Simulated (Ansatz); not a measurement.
# C₇H₁₆O: a ladder of functionals and wavefunction methods

An exercise on one series of results from a longer session: the logs are not shown, and one member is left open.

The runs use Ansatz 0.2.0, Gaussian basis; functionals in def2-TZVPP, the program's frozen cores in correlated methods.

The runs, in order: PBE-D4, r2SCAN-D4, PBE0-D4, B3LYP-D4, ωB97X-V, ωB97M-V, B2PLYP; CCSD(T)/def2-TZVPP; MP2/def2-QZVPP; extrapolation to the limit.

### The relaxed structure

The geometry comes from an earlier relaxation with PBE0-D4 in a triple-zeta def2 set; it is a stationary point, not always the lowest conformer.

SMILES `CCCCCCCO`, 24 atoms, charge 0, spin multiplicity 1.

Atoms are counted from 1 here; the program's logs count them from 0.

Bond lengths: C1–C2 1.520 Å, C1–H9 1.092 Å, C1–H10 1.092 Å, C1–H11 1.094 Å, C2–C3 1.523 Å, C2–H12 1.097 Å, C2–H13 1.095 Å, C3–C4 1.522 Å, C3–H14 1.096 Å, C3–H15 1.097 Å, C4–C5 1.523 Å, C4–H16 1.096 Å, C4–H17 1.097 Å, C5–C6 1.520 Å, C5–H18 1.096 Å, C5–H19 1.095 Å, C6–C7 1.517 Å, C6–H20 1.097 Å and more. Angles: C2–C1–H9 111.9°, C2–C1–H10 111.2°, C2–C1–H11 110.9°, H9–C1–H10 107.4°, H9–C1–H11 107.6°, H10–C1–H11 107.6°, C1–C2–C3 114.0°, C1–C2–H12 109.5°, C1–C2–H13 109.1°, C3–C2–H12 109.1°, C3–C2–H13 108.8°, H12–C2–H13 106.0°, C2–C3–C4 114.1°, C2–C3–H14 108.7°, C2–C3–H15 109.0°, C4–C3–H14 110.0°, C4–C3–H15 108.6°, H14–C3–H15 106.1° and more.

As a file:

```mol
C7H16O
  3D, bonds by distance, orders not assigned

 24 23  0  0  0  0  0  0  0  0999 V2000
   -2.2404    1.3788    2.0479 C   0  0
   -0.7552    1.2037    2.3221 C   0  0
    0.0450    0.7250    1.1173 C   0  0
   -0.3282   -0.6712    0.6392 C   0  0
    0.5789   -1.2172   -0.4553 C   0  0
    0.4888   -0.4651   -1.7736 C   0  0
    1.3936   -1.0320   -2.8509 C   0  0
    2.7661   -0.9720   -2.5159 O   0  0
   -2.7211    0.4320    1.7915 H   0  0
   -2.7590    1.7826    2.9205 H   0  0
   -2.4057    2.0692    1.2151 H   0  0
   -0.6164    0.4968    3.1488 H   0  0
   -0.3400    2.1569    2.6661 H   0  0
   -0.0800    1.4471    0.3019 H   0  0
    1.1119    0.7335    1.3712 H   0  0
   -1.3650   -0.6802    0.2837 H   0  0
   -0.2962   -1.3527    1.4977 H   0  0
    0.3274   -2.2683   -0.6389 H   0  0
    1.6179   -1.2116   -0.1098 H   0  0
    0.7366    0.5940   -1.6287 H   0  0
   -0.5444   -0.4853   -2.1428 H   0  0
    1.2042   -0.5221   -3.8057 H   0  0
    1.1767   -2.0934   -3.0021 H   0  0
    3.0045   -0.0487   -2.3992 H   0  0
  1  2  8  0
  2  3  8  0
  3  4  8  0
  4  5  8  0
  5  6  8  0
  6  7  8  0
  7  8  8  0
  1  9  8  0
  1 10  8  0
  1 11  8  0
  2 12  8  0
  2 13  8  0
  3 14  8  0
  3 15  8  0
  4 16  8  0
  4 17  8  0
  5 18  8  0
  5 19  8  0
  6 20  8  0
  6 21  8  0
  7 22  8  0
  7 23  8  0
  8 24  8  0
M  END
```

Set-up of the first run:

in.yaml reads:

```yaml
crystal:
  periodic: [false, false, false]
  atoms:
    - {symbol: C, position_ang: [-2.240388, 1.378828, 2.047868]}
    - {symbol: C, position_ang: [-0.755213, 1.203741, 2.322109]}
    - {symbol: C, position_ang: [0.044976, 0.725039, 1.117336]}
    - {symbol: C, position_ang: [-0.328172, -0.671225, 0.639172]}
    - {symbol: C, position_ang: [0.578875, -1.217173, -0.455274]}
    - {symbol: C, position_ang: [0.488779, -0.465091, -1.773555]}
    - {symbol: C, position_ang: [1.393581, -1.031977, -2.850901]}
    - {symbol: O, position_ang: [2.766085, -0.972048, -2.515948]}
    - {symbol: H, position_ang: [-2.721092, 0.432039, 1.791544]}
    - {symbol: H, position_ang: [-2.758977, 1.782573, 2.920485]}
    - {symbol: H, position_ang: [-2.405728, 2.069173, 1.215083]}
    - {symbol: H, position_ang: [-0.616399, 0.496844, 3.148766]}
    - {symbol: H, position_ang: [-0.339990, 2.156868, 2.666108]}
    - {symbol: H, position_ang: [-0.080049, 1.447083, 0.301855]}
    - {symbol: H, position_ang: [1.111870, 0.733507, 1.371180]}
    - {symbol: H, position_ang: [-1.364970, -0.680209, 0.283653]}
    - {symbol: H, position_ang: [-0.296169, -1.352736, 1.497692]}
    - {symbol: H, position_ang: [0.327364, -2.268268, -0.638943]}
    - {symbol: H, position_ang: [1.617929, -1.211574, -0.109831]}
    - {symbol: H, position_ang: [0.736649, 0.594011, -1.628684]}
    - {symbol: H, position_ang: [-0.544391, -0.485265, -2.142752]}
    - {symbol: H, position_ang: [1.204214, -0.522061, -3.805730]}
    - {symbol: H, position_ang: [1.176729, -2.093425, -3.002061]}
    - {symbol: H, position_ang: [3.004487, -0.048666, -2.399182]}
basis:
  gaussian: {orbitals: def2-TZVPP}
hamiltonian: {xc: pbe, dispersion: d4}
output: {forces: true, orbitals: {seedname: orbitals}}
```

Started as:

```console
> ansatz run in.yaml --threads 5 --pin off --events-out ev --progress --plain --max-ram 66560MiB --backend cuda --devices 0, --max-vram 37GiB
```

Among the steps run: PBE-D4 (GGA); r2SCAN-D4 (meta-GGA); PBE0-D4 (hybrid); B3LYP-D4 (hybrid); ωB97X-V (range-separated); ωB97M-V (range-separated); B2PLYP (double hybrid); CCSD(T) in def2-TZVPP; MP2 in def2-QZVPP.

One table of the session follows, with a row left open; its other results are not shown here.

```
            method  atoms, summed (eV)  atomisation energy (kJ/mol)
            PBE-D4           -9458.006                       9717.2
         r2SCAN-D4           -9466.512                       9558.5
           PBE0-D4           -9460.659                       9603.6
          B3LYP-D4           -9473.565                       9543.2
           ωB97X-V           -9469.629                       9555.2
           ωB97M-V           -9467.050                       9567.6
            B2PLYP           -9464.636                       9448.8
     HF/def2-TZVPP                   ?                            ?
    MP2/def2-TZVPP           -9449.545                       9440.5
   CCSD/def2-TZVPP           -9453.885                       9231.3
CCSD(T)/def2-TZVPP           -9454.349                       9344.2
           MP2/CBS           -9452.511                       9642.3
       CCSD(T)/CBS           -9457.314                       9546.1
```

Q: Estimate the row for HF/def2-TZVPP from the others.

As computed: atoms, summed (eV): -9433.097; atomisation energy (kJ/mol): 7162.3. In the column «atoms, summed (eV)» it is the highest.

Caveats from the session: Free atoms (7 C, 1 O, 16 H) were run apart at each level; the atomisation energy is their sum less the molecule, without zero-point or spin-orbit terms.
